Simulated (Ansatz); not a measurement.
CH₄BBr, SMILES CBBr, a rigid torsion scan

Program: Ansatz 0.2.0, Python API.

The script, `run_torsion.py`:
```python
"""Energy of CH4BBr as one group turns about a bond."""

import ansatz as az
from ase import Atoms


def main() -> None:
    atoms = Atoms(["C", "B", "Br", "H", "H", "H", "H"], positions=[
        (-0.6011, 0.3437, -0.0423),
        (0.7405, -0.3659, -0.1424),
        (1.3212, -1.5196, 1.3568),
        (-1.3908, -0.3446, 0.0549),
        (-0.8124, 0.9709, -0.9972),
        (-0.6483, 1.0863, 0.8197),
        (1.4521, -0.2388, -1.0952),
    ])

    # start the scan from a relaxed geometry
    first = (
        az.Crystal.molecule_from_ase(atoms).calculation()
        .basis(gaussian="def2-SVP")  # atom-centred Gaussian functions
        .functional("hf")
        .relax(force_tolerance=0.02, max_steps=80)  # relax until the tolerances are met
    )
    atoms.positions = first.run(threads=1).report["positions_ang"]

    start = atoms.get_dihedral(3, 0, 1, 2)
    energies = {}
    for turn in range(0, 360, 30):
        turned = atoms.copy()
        turned.set_dihedral(3, 0, 1, 2, start + turn, indices=[1, 2, 6])
        job = (
            az.Crystal.molecule_from_ase(turned).calculation()
            .basis(gaussian="def2-SVP")
            .functional("hf")
        )
        energies[round((start + turn) % 360)] = job.run(threads=1).report["free_energy_ev"]
    floor = min(energies.values())
    print("dihedral H3-C0-B1-Br2 (deg)   E - E(min) (eV)")
    for angle, e in sorted(energies.items()):
        print(f"{angle:8d} {(e - floor):14.3f}  " + "#" * int(30 * (e - floor) / max(max(energies.values()) - floor, 1e-9)))


if __name__ == "__main__":
    main()
```

Output of `python run_torsion.py`:
```text
dihedral H3-C0-B1-Br2 (deg)   E - E(min) (eV)
      25          0.016  #######
      55          0.044  ######################
      85          0.055  ############################
     115          0.043  #####################
     145          0.027  #############
     175          0.023  ############
     205          0.033  ################
     235          0.049  #########################
     265          0.058  ##############################
     295          0.045  #######################
     325          0.016  ########
     355          0.000
```

The scan is rigid and the energies are electronic, in a modest basis. With rigid groups the curve can differ much from the relaxed path, the start wasn't checked as a minimum of this torsion, and equivalent turns needn't return to the same energy. Run time: 40 s on 1 thread of Arm Neoverse V1, on a shared host, peak memory 0.22 GiB.

(A comment or docstring line of the script was reworded after the run, the code is as it ran.)
